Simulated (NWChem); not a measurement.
# UB3LYP/6-311++G(2d,2p) run of SiH2ClO (SMILES O[SiH]Cl)

Aim: the electronic atomisation energy of SiH2ClO at UB3LYP/6-311++G(2d,2p), from 5 runs. 

The calculation is run with NWChem 7.3.0.

## 1. The molecule

The species is SiH2ClO (5 atoms), meant as a doublet with charge 0. As SMILES, `O[SiH]Cl`. The shape is that of a PBE0-D4/def2-TZVP optimisation. This is one conformer, not always the lowest.

Bond lengths: O1–Si2 1.639 Å, Si2–Cl3 2.065 Å, O1–H4 0.959 Å, Si2–H5 1.488 Å. Angles: O1–Si2–Cl3 111.1°, O1–Si2–H5 105.3°, Cl3–Si2–H5 108.3°, Si2–O1–H4 118.3°.

## 2. A single-point energy at UB3LYP/6-311++G(2d,2p) (run 1)

clh2osi.nw reads:

```
start clh2osi
memory total 2200 mb

geometry units angstrom noautosym nocenter noautoz
  O     -0.806100    -0.432000    -0.746500
  Si    -0.092300     0.479800     0.414000
  Cl     1.606600    -0.440800     1.143600
  H     -1.024100    -1.343200    -0.540000
  H      0.316000     1.736300    -0.271100
end

basis "ao basis" spherical bse
  * library "6-311++G(2d,2p)"
end

dft
  xc b3lyp
  mult 2
  grid fine
  convergence energy 1e-08
  iterations 100
  mulliken
  noprint "final vectors analysis"
end

task dft
```

Command:

```
$ nwchem clh2osi.nw > clh2osi.out
```

Log:

```text
[...]
          Wavefunction type:  spin polarized.
          No. of atoms     :     5
          No. of electrons :    41
[...]
          Charge           :     0
          Spin multiplicity:     2
[...]
          AO basis - number of functions:   117
[...]
              XC Information
              --------------
                         B3LYP Method XC Potential
                     Hartree-Fock (Exact) Exchange  0.200
                        Slater Exchange Functional  0.800 local
                    Becke 1988 Exchange Functional  0.720 non-local
              Lee-Yang-Parr Correlation Functional  0.810
                  VWN I RPA Correlation Functional  0.190 local
[...]
 d= 0,ls=0.0,diis     1   -826.1732667399 -9.67D+02  4.87D-03  3.72D-01     2.9
[...]
 d= 0,ls=0.0,diis    11   -826.2506109426 -9.97D-09  2.73D-07  6.94D-10    24.9
[...]
         Total DFT energy =     -826.250610942634
      One electron energy =    -1422.240993908959
           Coulomb energy =      513.572568851906
    Exchange-Corr. energy =      -58.591581021962
 Nuclear repulsion energy =      141.009395136382
[...]
      Total Density - Mulliken Population Analysis
     ---------------------------------------------
    Atom       Charge   Shell Charges
 -----------   ------   -------------------------------------------------------
    1 O    8     8.65   1.08  0.91  0.98  0.98  2.08  0.93  1.66 -0.06  0.07  0.00  0.02
    2 Si  14    13.28   0.79  1.18  0.95  1.03  0.86  0.35  1.97  3.89  0.62  0.93  0.20  0.13  0.06  0.06  0.25
    3 Cl  17    17.24   0.78  1.19  0.89  1.09  1.00  1.05  7.43 -1.52  1.09  2.96  1.41 -0.07 -0.11  0.00  0.03
    4 H    1     0.73   0.27  0.32  0.08 -0.01  0.02  0.05
    5 H    1     1.11   0.25  0.59  0.28 -0.03  0.00  0.02
[...]
      <S2> =      0.7519 (Exact =     0.7500)
[...]
```

Wall time 26 s (1 thread of AMD EPYC 7R13 (Zen 3), shared host); peak memory 0.11 GiB.

## 3. The Cl atom (run 2)

work.nw reads:

```
start work
title "Cl energy"
memory 2200 mb

geometry units angstrom noautosym nocenter noautoz
  Cl     0.000000     0.000000     0.000000
end

basis spherical bse
  * library "6-311++G(2d,2p)"
end

dft
  xc b3lyp
  mult 2
  grid fine
  convergence energy 1e-08
  iterations 100
  mulliken
  print low
end

task dft energy
```

Run the same way, it converges to -460.16705 Eh (log not shown).

Run 3 isn't shown in full; the table further down has it.

## 4. The O atom at the same level (run 4)

nw.nw reads:

```
echo
start nw
title "O"
memory 2200 mb
geometry units angstrom noautosym nocenter noautoz
O        0.000000       0.000000       0.000000
end
basis spherical bse
* library "6-311++G(2d,2p)"
end
dft
xc b3lyp
mult 3
grid fine
convergence energy 1e-08
maxiter 100
mulliken
noprint "final vectors analysis"
end
task dft energy
```

Run the same way, it converges to -75.09006 Eh (log not shown).

## 5. The Si atom at the same level (run 5)

calc.nw reads:

```
start calc
title "Si B3LYP"
memory stack 880 mb heap 220 mb global 1100 mb

geometry units angstrom noautosym nocenter noautoz
   Si     0.000000     0.000000     0.000000
end

basis spherical bse
   * library "6-311++G(2d,2p)"
end

dft
   xc b3lyp
   mult 3
   grid fine
   convergence energy 1e-08
   maxiter 100
   mulliken
   noprint "final vectors analysis"
end

task dft energy
```

Run the same way, it converges to -289.39447 Eh (log not shown).

## 6. Overview of the runs

| run | partner | energy (Eh) | ⟨S²⟩ | wall time |
| --- | --- | --- | --- | --- |
| 1 | base | -826.250611 | 0.752 | 26 s |
| 2 | atoms | -460.167055 | 0.752 | 1.9 s |
| 3 | atoms | -0.502257 | 0.750 | 1.1 s |
| 4 | atoms | -75.090057 | 2.004 | 1.3 s |
| 5 | atoms | -289.394468 | 2.004 | 1.9 s |

## 7. What came out

At UB3LYP/6-311++G(2d,2p):

| quantity | value |
| --- | --- |
| Si atom: total energy | -289.39447 Eh |
| Si atom: ⟨S²⟩ | 2.004 |
| electronic atomisation energy | 16.178 eV |

In words: Taking the molecule apart into free atoms costs 16.18 eV (1561 kJ/mol), before zero-point energy and without spin-orbit coupling. All runs together took 32 s, the longest 26 s.
